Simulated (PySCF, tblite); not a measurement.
# C4H10F2SSi: geometry, infrared bands and NMR shifts

Aim: predict the infrared bands and NMR shifts of C4H10F2SSi (`C[SiH2]SCCC(F)F`).

Programs: tblite 0.8.0 and PySCF 2.14.0, with density-fitted response routines of our own. Each step states its level of theory. These are calculated values for one molecule in the gas phase, unless marked as measured. Atoms are numbered from 0 throughout.

## (1) The starting structure

18 atoms, charge 0, multiplicity 1; geometry from: force field or distance geometry start.

Bonds of the start (Å): C0–Si1 1.85, Si1–S2 2.15, S2–C3 1.80, C3–C4 1.48, C4–C5 1.52, C5–F6 1.38, C5–F7 1.37, C0–H8 1.11, C0–H9 1.09, C0–H10 1.12, Si1–H11 1.49, Si1–H12 1.48, C3–H13 1.11, C3–H14 1.13, C4–H15 1.12, C4–H16 1.11, C5–H17 1.11.

## (2) Geometry optimisation with GFN2-xTB

What the job is given:

```
{"job": {"kind": "relax", "xc": "GFN2-xTB", "basis": "xTB"}, "charge": 0, "multiplicity": 1}
C      3.452800     0.976400    -0.405800
Si     2.166400    -0.344400    -0.327500
S      0.240200     0.276900    -1.039800
C     -0.932100    -0.858500    -0.282800
C     -2.365000    -0.648700    -0.608400
C     -2.738400     0.752600    -0.163700
F     -2.518100     0.792700     1.197100
F     -4.035500     1.024700    -0.506600
H      2.979700     1.916500    -0.065100
H      3.940900     1.066000    -1.379200
H      4.217700     0.740200     0.374100
H      2.065900    -0.774900     1.097600
H      2.551500    -1.570200    -1.062100
H     -0.616900    -1.892700    -0.551400
H     -0.806100    -0.734200     0.837800
H     -2.987700    -1.389700    -0.039500
H     -2.607000    -0.760900    -1.687800
H     -2.017200     1.434500    -0.663400
```

Launch:

```sh
> OMP_NUM_THREADS=1 python probes_run.py task.json out
```

One launch serves the whole session: the jobs run in the order shown.

**Question.** This job is followed by: GFN2-xTB harmonic vibrations, gas phase; GIAO PBE0/pcSseg-1 NMR shielding, non-relativistic, gas phase. Predict these results of the whole session: strongest single infrared mode (GFN2-xTB); zero-point energy (GFN2-xTB); ¹³C shifts against TMS (PBE0/pcSseg-1); ¹H shifts against TMS (PBE0/pcSseg-1, means over atoms taken as alike); ²⁹Si shifts against TMS (PBE0/pcSseg-1); ³³S shifts against CS2 (PBE0/pcSseg-1); ¹⁹F shifts against CFCl3 (PBE0/pcSseg-1, means over atoms taken as alike); surface potential, 1st and 99th percentile.

As calculated:

| quantity | value |
| --- | --- |
| strongest single infrared mode (GFN2-xTB) | 2254 cm⁻¹, 360 km/mol |
| zero-point energy (GFN2-xTB) | 82.6 kcal/mol |
| ¹³C shifts against TMS (PBE0/pcSseg-1) | 121.7, 38.9, 28.5, -6.8 ppm |
| ¹H shifts against TMS (PBE0/pcSseg-1, means over atoms taken as alike) | 6.67, 4.83, 2.66, 2.11, 0.46 ppm |
| ²⁹Si shifts against TMS (PBE0/pcSseg-1) | -22.2 ppm |
| ³³S shifts against CS2 (PBE0/pcSseg-1) | -184 ppm |
| ¹⁹F shifts against CFCl3 (PBE0/pcSseg-1, means over atoms taken as alike) | -145.5 ppm |
| surface potential, 1st and 99th percentile | -0.96 V and 1.13 V |

**Reading.** Over 121 steps the energy fell by 0.480 eV; of the close pairs, C3–H14 changed most, 1.134 to 1.090 Å. No mode is imaginary among the 48: a minimum at this level. The strongest single mode, at 2254 cm⁻¹, moves mainly H12 and H11. Unscaled tight-binding wavenumbers are off by several per cent, some by more. Its intensities can rank the bands wrongly. The most deshielded hydrogen is H17 (hydrogen on an sp3 CH bonded to 2 F), at 6.67 ppm: its carbon carries F, which withdraws density. At PBE0/pcSseg-1: The widest tensor belongs to S2: span 367 ppm, with a paramagnetic part of -374 ppm.
